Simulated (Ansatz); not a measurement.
**TiSiO (element-swapped structure): how the settings move a single-point run**

How sensitive is a single-point run of TiSiO (element-swapped structure) to its settings? A reference run comes first, then four runs with altered input.

Program: Ansatz 0.2.0. Level of theory: reference: DFT r2SCAN, plane waves, PAW, scalar-relativistic, no spin polarisation. These are calculated values, not measurements.

## Step 1: The system as given

The structure is orthorhombic, space group Pmmn (No. 59). Conventional cell: a = 3.059 Å, b = 3.446 Å, c = 7.322 Å, α = 90.00°, β = 90.00°, γ = 90.00°. O (site symmetry mm2) has 4 Ti at 1.79 to 1.99 Å as nearest neighbours. Around Si (site symmetry mm2) lie 2 Ti at 2.18 Å. Around Ti (site symmetry mm2) lie 4 O at 1.79 to 1.99 Å and 2 Si at 2.18 Å.

Structure file:

```xyz
6
Lattice="3.4460 0.0000 0.0000 0.0000 3.0591 0.0000 0.0000 0.0000 7.3225" Properties=species:S:1:pos:R:3 pbc="T T T"
O     2.5845    2.2944    6.9168
O     0.8615    0.7648    0.4057
Si    0.8615    0.7648    4.8917
Si    2.5845    2.2944    2.4308
Ti    0.8615    2.2944    6.4488
Ti    2.5845    0.7648    0.8737
```

## Step 2: Baseline

The input, input.yaml:

```yaml
crystal:
  lattice:
    - [3.44598076, 0.0, 0.0]
    - [0.0, 3.05914959, 0.0]
    - [0.0, 0.0, 7.32248103]
  atoms:
    - { symbol: O, position: [0.75, 0.75, 0.9446] }
    - { symbol: O, position: [0.25, 0.25, 0.0554] }
    - { symbol: Si, position: [0.25, 0.25, 0.66804] }
    - { symbol: Si, position: [0.75, 0.75, 0.33196] }
    - { symbol: Ti, position: [0.25, 0.75, 0.88068] }
    - { symbol: Ti, position: [0.75, 0.25, 0.11932] }
  symmetry: { tolerance: 0.0003 }
kpoints:
  mp_grid: { grid: [5, 6, 3], shift: [0, 0, 0] }
magnetization:
  spin_polarized: false
scf:
  occupations: { method: fermi_dirac }
hamiltonian:
  pseudopotentials: { kind: paw }
  xc: r2scan
basis:
  ecutwfc: 500
output:
  forces: true
  stress: true
  eigenvalues: true
```

Command:

```console
$ ansatz run input.yaml --threads 1 --pin off --max-ram 2560MiB --backend cpu --events-out ev --progress --plain --runs-dir out
```

What it wrote, shortened:

```text
Warning: RAYON_NUM_THREADS=1 ignored (pool sized by the plan → 1); use --threads N
[...]
Pseudopotentials: kind: paw
Pseudopotential: O, paw, valence charge 6, recommended cutoff 500 eV (meta_gga), O.paw.azcp
Pseudopotential: Si, paw, valence charge 4, recommended cutoff 500 eV (meta_gga), Si.paw.azcp
Pseudopotential: Ti, paw, valence charge 12, recommended cutoff 500 eV (meta_gga), Ti.paw.azcp
Functional definition: r2SCAN
[...]
Crystal: 6 atoms, lattice volume = 77.192 Å³
Basis set: ecut = 500 eV, 1989 PW (Γ), exchange–correlation on 108×96×216 points (64 copies of the dense FFT grid, shifted against one another)
Bands: 28, of which v1, the nominal top of the filled ones, is band 22 counted from 1 (21 counted from 0)
Symmetry: 8 space group operations
Space group: Pmmn (ITA 59), of the structure as read, at distance tolerance 1.3e-3 Å
k-points: 24 of 90
[...]
SCF iter   1: F=—  HF=-7421.022561 eV  |F-HF|=—  |Δ(HF+E_count)|=         —  Δρ=3.05e-2  dr2=1.15e0  dr2_τ=3.91e-1  ethr=1.77e-3  ⟨swp⟩=6.0  Hψ=3112  notcnv=0
[...]
SCF iter   9: F=-7421.123080 eV  HF=-7421.123080 eV  |F-HF|=3.24e-8  |Δ(HF+E_count)|=   1.00e-7  Δρ=6.32e-6  dr2=5.49e-8  dr2_τ=1.19e-9  ethr=2.27e-10  ⟨swp⟩=6.2  Hψ=2790  notcnv=0
[...]
SCF converged after 9 iterations
Free energy (F): -7421.123080 eV
[...]
E sigma→0 (E₀):  -7421.050966 eV
Entropy (-TS):   -0.144228 eV (-24.038 meV/atom)
Fermi energy:    11.388935 eV
[...]
--- Forces (eV/Å), atoms counted from 1 ---
  atom   1  O     -0.00000000    -0.00000000     0.52577424
  atom   2  O      0.00000000     0.00000000    -0.52577424
  atom   3  Si     0.00000000    -0.00000000    -7.97856071
  atom   4  Si    -0.00000000     0.00000000     7.97856071
  atom   5  Ti    -0.00000000     0.00000000     1.20882842
  atom   6  Ti     0.00000000    -0.00000000    -1.20882842
[...]
--- Stress (GPa, compression-positive) ---
       63.189449       0.000000      -0.000000
        0.000000      34.755756       0.000000
       -0.000000       0.000000      66.379104
  P = ⅓ Tr σ = 54.7748 GPa (547.748 kbar)
--- Band table (eV; the first three rows and the last of 24) ---
[...]
```

Wall time 4.6 s (1 thread of an x86-64 CPU, shared host); peak memory 0.55 GiB.

## Step 3: Changing settings: mp_grid.shift [0.5, 0.5, 0.5], dr2_threshold 1.0e-06, lower_state_search light

input.yaml: that of step 2 with these lines changed.

```diff
@@ -14,3 +14,3 @@
 kpoints:
-  mp_grid: { grid: [5, 6, 3], shift: [0, 0, 0] }
+  mp_grid: { grid: [5, 6, 3], shift: [0.5, 0.5, 0.5] }
 magnetization:
@@ -19,2 +19,4 @@
   occupations: { method: fermi_dirac }
+  convergence: { dr2_threshold: 1.0e-06 }
+  lower_state_search: light
 hamiltonian:
@@ -28 +30,5 @@
   eigenvalues: true
+  write_density: true
+  write_potential: true
+  elf: true
+  volumetric_format: npy
```

Command:

```console
$ ansatz run input.yaml --threads 1 --pin off --max-ram 2560MiB --backend cpu --events-out ev --progress --plain --runs-dir out
```

What it wrote, shortened:

```text
Warning: scf.convergence.dr2_threshold = 1e-6 eV is looser than this run's default, which is 1e-7 eV or tighter. The error in the forces grows as the threshold's square root, so leave the key out unless less accurate forces are enough
Warning: output.stress: scf.convergence.dr2_threshold = 1e-6 eV is looser than the 6e-10 eV advised for a printed stress (1e-10 eV for each atom of the cell: 6). What an SCF threshold leaves in a stress goes as its square root, and in the free energy as the threshold itself, and one [...]
Warning: RAYON_NUM_THREADS=1 ignored (pool sized by the plan → 1); use --threads N
[...]
[... 5 set-up lines as earlier in the session ...]
[...]
Crystal: 6 atoms, lattice volume = 77.192 Å³
Basis set: ecut = 500 eV, 1989 PW (Γ), exchange–correlation on 108×96×216 points (64 copies of the dense FFT grid, shifted against one another)
[...]
[... 2 set-up lines as earlier in the session ...]
k-points: 18 of 90
[...]
SCF iter   1: F=—  HF=-7421.029853 eV  |F-HF|=—  |Δ(HF+E_count)|=         —  Δρ=3.05e-2  dr2=1.16e0  dr2_τ=3.93e-1  ethr=1.77e-3  ⟨swp⟩=6.0  Hψ=2310  notcnv=0
[...]
SCF iter   8: F=-7421.135725 eV  HF=-7421.135725 eV  |F-HF|=1.06e-7  |Δ(HF+E_count)|=   1.43e-6  Δρ=1.62e-5  dr2=3.14e-7  dr2_τ=9.64e-9  ethr=2.27e-9  ⟨swp⟩=10.7  Hψ=3868  notcnv=0
[...]
SCF converged after 8 iterations
Free energy (F): -7421.135725 eV
[...]
E sigma→0 (E₀):  -7421.061045 eV
Entropy (-TS):   -0.149360 eV (-24.893 meV/atom)
Fermi energy:    11.382405 eV
[...]
--- Forces (eV/Å), atoms counted from 1 ---
  atom   1  O     -0.00000000    -0.00000000     0.44775336
  atom   2  O      0.00000000     0.00000000    -0.44775336
  atom   3  Si     0.00000000     0.00000000    -7.89642222
  atom   4  Si    -0.00000000    -0.00000000     7.89642222
  atom   5  Ti    -0.00000000     0.00000000     1.19837595
  atom   6  Ti     0.00000000    -0.00000000    -1.19837595
[...]
--- Stress (GPa, compression-positive) ---
       63.519415       0.000000      -0.000000
        0.000000      36.106200       0.000000
       -0.000000       0.000000      65.451197
  P = ⅓ Tr σ = 55.0256 GPa (550.256 kbar)
--- Band table (eV; the first three rows and the last of 18) ---
[...]
```

Wall time 4.3 s (1 thread of an x86-64 CPU, shared host); peak memory 0.54 GiB.

Changing the k-point mesh, convergence setting and search for lower states moves the energy by -2.1 meV/atom, and the largest force goes from 7.98 to 7.90 eV/Å.

## Step 4: Changing settings: ecutwfc 25.7 Ry

input.yaml: that of step 2 with these lines changed.

```diff
@@ -23,3 +23,3 @@
 basis:
-  ecutwfc: 500
+  ecutwfc: "25.7 Ry"
 output:
```

Command:

```console
$ ansatz run input.yaml --threads 1 --pin off --max-ram 2560MiB --backend cpu --events-out ev --progress --plain --runs-dir out
```

What it wrote, shortened:

```text
Warning: basis.ecutwfc = 349.6663132609458 eV is below the records' recommended 500 eV, and the density's cutoff is lower with it unless basis.ecutrho_ratio is high enough to keep the records' density cutoff: compare with a run at a higher cutoff
Warning: RAYON_NUM_THREADS=1 ignored (pool sized by the plan → 1); use --threads N
[...]
[... 5 set-up lines as earlier in the session ...]
[...]
Crystal: 6 atoms, lattice volume = 77.192 Å³
Basis set: ecut = 349.6663132609458 eV, 1141 PW (Γ), exchange–correlation on 96×80×180 points (64 copies of the dense FFT grid, shifted against one another)
Bands: 28, of which v1, the nominal top of the filled ones, is band 22 counted from 1 (21 counted from 0)
[... 1 set-up line as earlier in the session ...]
[...]
k-points: 24 of 90
[...]
SCF iter   1: F=—  HF=-7420.841161 eV  |F-HF|=—  |Δ(HF+E_count)|=         —  Δρ=3.01e-2  dr2=1.14e0  dr2_τ=3.97e-1  ethr=1.77e-3  ⟨swp⟩=5.8  Hψ=3055  notcnv=0
[...]
SCF iter   9: F=-7420.945500 eV  HF=-7420.945500 eV  |F-HF|=2.81e-8  |Δ(HF+E_count)|=   8.76e-8  Δρ=5.66e-6  dr2=4.82e-8  dr2_τ=9.52e-10  ethr=2.27e-10  ⟨swp⟩=5.4  Hψ=2541  notcnv=0
[...]
SCF converged after 9 iterations
Free energy (F): -7420.945500 eV
[...]
E sigma→0 (E₀):  -7420.873394 eV
Entropy (-TS):   -0.144212 eV (-24.035 meV/atom)
Fermi energy:    11.388522 eV
[...]
--- Forces (eV/Å), atoms counted from 1 ---
  atom   1  O     -0.00000000    -0.00000000     0.51140295
  atom   2  O      0.00000000     0.00000000    -0.51140295
  atom   3  Si     0.00000000    -0.00000000    -7.97551498
  atom   4  Si    -0.00000000     0.00000000     7.97551498
  atom   5  Ti    -0.00000000     0.00000000     1.20933274
  atom   6  Ti     0.00000000    -0.00000000    -1.20933274
[...]
--- Stress (GPa, compression-positive) ---
       62.950732       0.000000      -0.000000
        0.000000      34.791537       0.000000
       -0.000000       0.000000      66.361113
  P = ⅓ Tr σ = 54.7011 GPa (547.011 kbar)
--- Band table (eV; the first three rows and the last of 24) ---
[...]
```

Run time: 2.9 s. Hardware: 1 thread of an x86-64 CPU, shared host; peak memory 0.46 GiB.

Changing the cutoff moves the energy by +29.6 meV/atom. The lower cutoff gives the higher energy: the smaller basis describes the state less well. The log warns that the cutoff is under what these potentials recommend, so the shift is basis error. Cost: 2.9 s against 4.6 s. The variant is not converged in its settings.

## Step 5: Changed: pseudopotentials.kind nc, ecutwfc 450 eV, accuracy medium

input.yaml: that of step 2 with these lines changed.

```diff
@@ -20,6 +20,6 @@
 hamiltonian:
-  pseudopotentials: { kind: paw }
+  pseudopotentials: { kind: nc }
   xc: r2scan
 basis:
-  ecutwfc: 500
+  ecutwfc: "450 eV"
 output:
@@ -28 +28,2 @@
   eigenvalues: true
+accuracy: medium
```

Command:

```console
$ ansatz run input.yaml --threads 1 --pin off --max-ram 2560MiB --backend cpu --events-out ev --progress --plain --runs-dir out
```

What it wrote, shortened:

```text
Warning: basis.ecutwfc = 450 eV is below the records' recommended 1290 eV, and the density's cutoff is lower with it unless basis.ecutrho_ratio is high enough to keep the records' density cutoff: compare with a run at a higher cutoff
Warning: RAYON_NUM_THREADS=1 ignored (pool sized by the plan → 1); use --threads N
[...]
Pseudopotentials: kind: nc
Pseudopotential: O, nc, valence charge 6, recommended cutoff 1290 eV (normal), O.nc.azcp
Pseudopotential: Si, nc, valence charge 4, recommended cutoff 489.804952 eV (normal), Si.nc.azcp
Pseudopotential: Ti, nc, valence charge 12, recommended cutoff 1142.878222 eV (normal), Ti.nc.azcp
[... 1 set-up line as earlier in the session ...]
[...]
Crystal: 6 atoms, lattice volume = 77.192 Å³
Basis set: ecut = 450 eV, 1657 PW (Γ), exchange–correlation on 96×96×216 points (64 copies of the dense FFT grid, shifted against one another)
Bands: 28, of which v1, the nominal top of the filled ones, is band 22 counted from 1 (21 counted from 0)
[... 1 set-up line as earlier in the session ...]
[...]
SCF iter   1: F=—  HF=-4682.482338 eV  |F-HF|=—  |Δ(HF+E_count)|=         —  Δρ=1.78e-1  dr2=3.75e1  dr2_τ=5.15e1  ethr=3.10e-3  ⟨swp⟩=8.1  Hψ=3730  notcnv=0
[...]
SCF iter  10: F=-4675.722836 eV  HF=-4675.722836 eV  |F-HF|=4.10e-10  |Δ(HF+E_count)|=   5.22e-8  Δρ=7.79e-6  dr2=4.77e-8  dr2_τ=3.16e-8  ethr=2.27e-10  ⟨swp⟩=8.7  Hψ=4230  notcnv=0
[...]
SCF converged after 10 iterations
Free energy (F): -4675.722836 eV
[...]
E sigma→0 (E₀):  -4675.665330 eV
Entropy (-TS):   -0.115012 eV (-19.169 meV/atom)
Fermi energy:    12.198328 eV
[...]
--- Forces (eV/Å), atoms counted from 1 ---
  atom   1  O     -0.00000000    -0.00000000     1.59486104
  atom   2  O      0.00000000     0.00000000    -1.59486104
  atom   3  Si     0.00000000    -0.00000000    -8.86687295
  atom   4  Si    -0.00000000     0.00000000     8.86687295
  atom   5  Ti    -0.00000000     0.00000000     1.10486998
  atom   6  Ti     0.00000000    -0.00000000    -1.10486998
[...]
--- Stress (GPa, compression-positive) ---
       92.068354       0.000000      -0.000000
        0.000000      37.688197       0.000000
       -0.000000       0.000000      75.065142
  P = ⅓ Tr σ = 68.2739 GPa (682.739 kbar)
--- Band table (eV; the first three rows and the last of 24) ---
[...]
```

It took 3.9 s on 1 thread of an x86-64 CPU, shared host; peak memory 0.46 GiB.

A change of potentials puts the total energy on another scale; the pressure goes from 54.8 to 68.3 GPa and the largest force goes from 7.98 to 8.87 eV/Å. The cutoff and accuracy level changed too. The cutoff is under what these potentials recommend, as the log warns, so basis error is mixed in.

## Step 6: Variant: lower_state_search off, dispersion d3bjatm

input.yaml: that of step 2 with these lines changed.

```diff
@@ -19,2 +19,3 @@
   occupations: { method: fermi_dirac }
+  lower_state_search: "off"
 hamiltonian:
@@ -22,2 +23,3 @@
   xc: r2scan
+  dispersion: d3bjatm
 basis:
```

Command:

```console
$ ansatz run input.yaml --threads 1 --pin off --max-ram 2560MiB --backend cpu --events-out ev --progress --plain --runs-dir out
```

What it wrote, shortened:

```text
Warning: RAYON_NUM_THREADS=1 ignored (pool sized by the plan → 1); use --threads N
[...]
[... 5 set-up lines as earlier in the session ...]
[...]
Crystal: 6 atoms, lattice volume = 77.192 Å³
Basis set: ecut = 500 eV, 1989 PW (Γ), exchange–correlation on 108×96×216 points (64 copies of the dense FFT grid, shifted against one another)
Bands: 28, of which v1, the nominal top of the filled ones, is band 22 counted from 1 (21 counted from 0)
[... 2 set-up lines as earlier in the session ...]
k-points: 24 of 90
[...]
SCF iter   9: F=-7422.119942 eV  HF=-7422.119942 eV  |F-HF|=3.24e-8  |Δ(HF+E_count)|=   1.00e-7  Δρ=6.32e-6  dr2=5.49e-8  dr2_τ=1.19e-9  ethr=2.27e-10  ⟨swp⟩=6.2  Hψ=2790  notcnv=0
[...]
SCF converged after 9 iterations
Free energy (F): -7422.119942 eV
[...]
E sigma→0 (E₀):  -7422.047828 eV
Entropy (-TS):   -0.144228 eV (-24.038 meV/atom)
Fermi energy:    11.388935 eV
[...]
--- Forces (eV/Å), atoms counted from 1 ---
  atom   1  O     -0.00000000    -0.00000000     0.52722239
  atom   2  O      0.00000000     0.00000000    -0.52722239
  atom   3  Si     0.00000000    -0.00000000    -7.96219196
  atom   4  Si    -0.00000000     0.00000000     7.96219196
  atom   5  Ti    -0.00000000     0.00000000     1.20585166
  atom   6  Ti     0.00000000    -0.00000000    -1.20585166
[...]
--- Stress (GPa, compression-positive) ---
       61.777620       0.000000      -0.000000
        0.000000      33.502631       0.000000
       -0.000000       0.000000      65.049074
  P = ⅓ Tr σ = 53.4431 GPa (534.431 kbar)
--- Band table (eV; the first three rows and the last of 24) ---
[...]
```

It took 5.4 s on 1 thread of an x86-64 CPU, shared host; peak memory 0.55 GiB.

The energy moves by -166.1 meV/atom, nearly all of it the dispersion term itself (-166.1 meV/atom); that offset belongs to the model and is no gain or loss of stability; the pressure goes from 54.8 to 53.4 GPa.

## Step 7: Side by side

```csv
run,ending,energy change,pressure (GPa),gap (eV),force (eV/Å),cycles,time
reference,converged,0,54.8,0.00,7.98,9,4.6 s
"1: mp_grid.shift [0.5, 0.5, 0.5], dr2_threshold 1.0e-06, lower_state_search light",converged,-2.1 meV/atom,55.0,0.00,7.90,8,4.3 s
2: ecutwfc 25.7 Ry,converged,+29.6 meV/atom,54.7,0.00,7.98,9,2.9 s
"3: pseudopotentials.kind nc, ecutwfc 450 eV, accuracy medium",converged,not comparable,68.3,0.00,8.87,10,3.9 s
"4: lower_state_search off, dispersion d3bjatm",converged,-166.1 meV/atom (offset of the dispersion model),53.4,0.00,7.96,9,5.4 s
```

Times don't compare one to one where runs were asked for different outputs or read a saved state (see the inputs); cycles may leave out searches for a lower state.

Residual by cycle in the longest SCF loop of each run; runs are numbered as in the table. The quantity is the density residual dr2, in eV.

```csv
cycle,reference,run 1,run 2,run 3,run 4
1,1.15,1.16,1.14,37.5,1.15
2,0.0345,0.0341,0.0348,11.3,0.0345
3,0.0171,0.0159,0.0168,1.43,0.0171
4,0.00426,0.00273,0.00501,0.159,0.00426
5,4.2e-4,3.0e-4,5.9e-4,0.0209,4.2e-4
6,8.1e-5,7.6e-5,7.3e-5,0.00634,8.1e-5
7,1.5e-6,1.5e-6,1.3e-6,2.6e-4,1.5e-6
8,3.1e-7,3.1e-7,1.8e-7,5.5e-5,3.1e-7
9,5.5e-8,-,4.8e-8,3.3e-6,5.5e-8
10,-,-,-,4.8e-8,-
```

**Reading.** Of the converged runs whose energies compare with the reference's, «ecutwfc 25.7 Ry» moves the energy most (+29.6 meV/atom). Runs 2 and 3 ran under the cutoff that the potentials recommend, as the log warns, so basis error is mixed into their values. The structure is not at rest: the sound run finds 55 GPa, so these are no properties of the relaxed crystal. The reference has no spin polarisation; with Ti present, a magnetic state may lie lower.

The reference has limits of its own: its mesh is coarse for a cell with so small a gap or none; the structure is made up and not relaxed.
